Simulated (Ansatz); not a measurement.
Relaxation of a periodic cell of 17 atoms, Mg$_{8}$HO$_{8}$ (host MgO, host structure Fm-3m, interstitial H), cell charge +1, to a largest force component of 0.03 eV/Å in at most 60 steps.

Theory: Ansatz, DFT PBE-D3(BJ), scalar-relativistic, plane waves, PAW. Settings: PAW set soft_1, cutoff 420 eV, k mesh 3x3x3, gaussian smearing 0.02 eV, no spin polarisation.

```xyz
17
Lattice="0.0000 4.2665 4.2665 4.2665 0.0000 4.2665 4.2665 4.2665 0.0000" Properties=species:S:1:pos:R:3:forces:R:3
Mg 0.000 0.000 0.000 0.61 -0.72 0.79
O 2.133 2.133 2.133 -0.50 0.46 -0.43
Mg 2.133 2.133 0.000 1.22 -1.08 -1.16
O 4.266 4.266 2.133 0.00 0.01 0.00
Mg 2.133 0.000 2.133 -0.78 -0.66 -0.60
O 4.266 2.133 4.266 0.49 0.54 0.57
Mg 4.266 2.133 2.133 0.68 0.79 -0.73
O 6.400 4.266 4.266 -0.39 -0.36 0.38
Mg 0.000 2.133 2.133 -1.52 -1.70 1.60
O 2.133 4.266 4.266 0.00 0.00 0.00
Mg 2.133 4.266 2.133 1.42 1.26 1.18
O 4.266 6.400 4.266 0.00 0.00 -0.01
Mg 2.133 2.133 4.266 -0.71 0.60 0.66
O 4.266 4.266 6.400 0.60 -0.66 -0.63
Mg 4.266 4.266 4.266 -1.27 1.43 -1.52
O 6.400 6.400 6.400 0.01 0.00 0.00
H 0.988 3.198 1.111 0.14 0.10 -0.09
```

Q: Where does it end, and by what steps?

A: The forces met the threshold. The force dipped under the threshold on the way, but the program's further checks kept it going. Limits of this set-up: charged cell in a uniform background, uncorrected. After 10 steps the energy has fallen by 2.087 eV; H17 moved furthest, 0.77 Å. Parted: Mg3–H17 (1.92 → 2.70 Å). Joined: O14–H17 (1.78 → 0.98 Å).

| step | energy less start (eV) | largest force component (eV/Å) | accepted |
| --- | --- | --- | --- |
| 0 | 0.0000 | 1.699 | yes |
| 1 | -0.6275 | 0.398 | yes |
| 2 | -0.7113 | 0.386 | yes |
| 3 | -0.8400 | 0.850 | yes |
| 4 | -1.3483 | 1.550 | yes |
| 5 | -1.8840 | 1.298 | yes |
| 6 | -1.3543 | 6.809 | no |
| 7 | -2.0233 | 0.756 | yes |
| 8 | -2.0775 | 0.216 | yes |
| 9 | -2.0866 | 0.010 | yes |
| 10 | -2.0866 | 0.010 | yes |

```xyz
17
Lattice="0.0000 4.2665 4.2665 4.2665 0.0000 4.2665 4.2665 4.2665 0.0000" Properties=species:S:1:pos:R:3
Mg 0.041 -0.046 0.007
O 2.135 2.127 2.112
Mg 2.139 2.123 -0.008
O 4.316 4.212 2.082
Mg 2.124 -0.046 2.090
O 4.286 2.127 4.263
Mg 4.308 2.138 2.090
O 6.402 4.243 4.263
Mg -0.013 1.960 2.144
O 2.165 4.246 4.233
Mg 2.301 4.275 2.144
O 4.282 6.363 4.233
Mg 2.158 2.104 4.240
O 4.279 4.250 6.385
Mg 4.254 4.275 4.097
O 6.432 6.363 6.382
H 0.580 3.681 1.553
```

Run time: 44 s on 2 threads of Intel(R) Xeon(R) Platinum 8488C (Sapphire Rapids), on a shared host, peak memory 0.59 GiB.
